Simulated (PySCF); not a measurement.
# C₂H₉B₂NS₂: electronic excitations

Aim: predict the electronic excitations of C₂H₉B₂NS₂ (`CSBB(N)SC`).

The runs use PySCF 2.14.0, with density-fitted response routines of our own; the level of theory stands in each step. All values are computed, except where a source is named. Atoms are numbered from 0 throughout.

**1. The starting structure**

16 atoms, charge 0, multiplicity 1; geometry from: GFN2-xTB.

Bonds of the start (Å): C0–S1 1.83, S1–B2 1.76, B2–B3 1.66, B3–N4 1.39, B3–S5 1.83, S5–C6 1.83, C0–H7 1.08, C0–H8 1.09, C0–H9 1.08, B2–H10 1.18, N4–H11 1.01, N4–H12 1.01, C6–H13 1.09, C6–H14 1.09, C6–H15 1.09.

**2. Ultraviolet spectrum: PBE0/def2-SVPD**

Job settings and geometry (Å):

```
{"job": {"kind": "uv", "xc": "PBE0", "basis": "def2-SVPD", "nstates": 8, "ntriplets": 3}, "charge": 0, "multiplicity": 1}
C     -1.772723     0.016155     1.405629
S     -1.129122     1.645491     0.867385
B     -0.186713     1.297208    -0.578031
B      0.054227    -0.232784    -1.171021
N     -0.769301    -0.879997    -2.088396
S      1.480435    -1.230641    -0.597979
C      2.343456    -0.091182     0.539404
H     -0.974049    -0.717503     1.400334
H     -2.566176    -0.290985     0.732239
H     -2.164927     0.138015     2.409859
H      0.287862     2.271188    -1.034676
H     -0.584486    -1.807949    -2.433760
H     -1.582784    -0.464983    -2.508549
H      2.586172     0.829685     0.018272
H      3.252897    -0.591383     0.857279
H      1.717632     0.118609     1.402032
```

Method: TDDFT PBE0/def2-SVPD, vertical, gas phase, core orbitals frozen in the response.

Launch:

```
> OMP_NUM_THREADS=1 python probes_run.py task.json out
```

This one command runs all jobs of the session in turn.

Predict these results of the whole session: lowest singlet (PBE0/def2-SVPD); brightest single state of those computed; lowest triplet.

The runs gave:

```
                                quantity                        value
         lowest singlet (PBE0/def2-SVPD)  4.33 eV (286 nm), f = 0.001
brightest single state of those computed  state 3, 5.71 eV, f = 0.117
                          lowest triplet                      4.19 eV
```

What this shows: The first singlet state (HOMO→LUMO 0.99) lies at 4.33 eV and is weak; of the 8 states computed, the strongest absorption comes from state 3 at 5.71 eV. The lowest triplet lies 0.14 eV below the lowest singlet (triplets in Tamm-Dancoff, singlets in full TDDFT).
